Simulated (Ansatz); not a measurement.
Relaxation of a periodic cell of 17 atoms, Ta8HC8 (host TaC, host structure Fm-3m, interstitial H), to a largest force component of 0.08 eV/Å in at most 25 steps.

Theory: DFT PBE, scalar-relativistic, plane waves, PAW (Ansatz 0.2.0). Settings: PAW set soft_1, cutoff 420 eV, k mesh 2x2x2, fermi-dirac smearing 0.1 eV, no spin polarisation.

```xyz
17
Lattice="0.0000 4.4540 4.4540 4.4540 0.0000 4.4540 4.4540 4.4540 0.0000" Properties=species:S:1:pos:R:3
Ta 0.000 0.000 0.000
C 2.227 2.227 2.227
Ta 2.227 2.227 0.000
C 4.454 4.454 2.227
Ta 2.227 0.000 2.227
C 4.454 2.227 4.454
Ta 4.454 2.227 2.227
C 6.681 4.454 4.454
Ta 0.000 2.227 2.227
C 2.227 4.454 4.454
Ta 2.227 4.454 2.227
C 4.454 6.681 4.454
Ta 2.227 2.227 4.454
C 4.454 4.454 6.681
Ta 4.454 4.454 4.454
C 6.681 6.681 6.681
H 5.589 5.574 5.562
```

**Question.** Where does it end, and by what steps?

**Answer.** It converged. The threshold is loose, so the end isn't yet a minimum. Limits of this set-up: coarse k mesh, odd electron count without spin. After 2 steps the energy has fallen by 0.154 eV; C16 moved furthest, 0.05 Å.

```
step  energy less start (eV)  largest force component (eV/Å)  accepted
   0                  0.0000                           0.569       yes
   1                 -0.1455                           0.148       yes
   2                 -0.1544                           0.030       yes
```

```xyz
17
Lattice="0.0000 4.4540 4.4540 4.4540 0.0000 4.4540 4.4540 4.4540 0.0000" Properties=species:S:1:pos:R:3
Ta 0.008 0.008 0.007
C 2.231 2.230 2.229
Ta 2.220 2.220 0.007
C 4.452 4.451 2.230
Ta 2.220 0.008 2.220
C 4.452 2.230 4.451
Ta 4.436 2.245 2.245
C 6.710 4.426 4.426
Ta 0.008 2.220 2.219
C 2.231 4.452 4.451
Ta 2.246 4.435 2.246
C 4.427 6.709 4.426
Ta 2.246 2.246 4.435
C 4.427 4.427 6.708
Ta 4.436 4.436 4.436
C 6.710 6.709 6.709
H 5.575 5.569 5.566
```

The run took 16 s on 1 thread of Arm Neoverse V1 (shared host), peak memory 0.47 GiB.
